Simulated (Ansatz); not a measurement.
# C2H2Se: the cost of one run

All numbers below are computed with Ansatz 0.2.0 (RKS PBE0-D4/def2-SVPD).

1 further run of the same task is left out (it didn't finish).

## (1) The system as given

Bond lengths: C1–C2 1.276 Å, C1–Se3 2.003 Å, C2–Se3 2.001 Å, C1–H4 1.063 Å, C2–H5 1.063 Å. Angles: C1–C2–Se3 71.5°, C1–C2–H5 152.9°, Se3–C2–H5 135.6°, C2–C1–Se3 71.3°, C2–C1–H4 153.2°, Se3–C1–H4 135.5°, C1–Se3–C2 37.2°.

As a file:

```xyz
5

C    -0.5311   -0.2556   -0.3087
C     0.3581    0.5415    0.1421
Se    0.7938   -1.3101    0.7616
H    -1.4139   -0.4801   -0.8569
H     0.7932    1.5043    0.2620
```

## (2) Relaxing end A

input.yaml

```yaml
crystal:
  periodic: [false, false, false]
  atoms:
    - { symbol: C, position_ang: [-0.53112, -0.25559, -0.3087] }
    - { symbol: C, position_ang: [0.35811, 0.5415, 0.14207] }
    - { symbol: Se, position_ang: [0.79376, -1.31015, 0.7616] }
    - { symbol: H, position_ang: [-1.41391, -0.48009, -0.85695] }
    - { symbol: H, position_ang: [0.79317, 1.50433, 0.26198] }
basis:
  gaussian: { orbitals: def2-SVPD }
hamiltonian:
  xc: pbe0
  dispersion: d4
relax:
  f_tol: 0.02
  max_steps: 50
```

Command:

```
ansatz run input.yaml --threads 2 --pin off --max-ram 3072MiB --backend cpu --events-out ev --progress --plain --runs-dir out
```

**Question.** How long does this run take on 2 threads of AMD EPYC 9R45 (Zen 5), shared host, and how much memory does it need?

About 4.5 s, with a peak of 0.22 GiB.
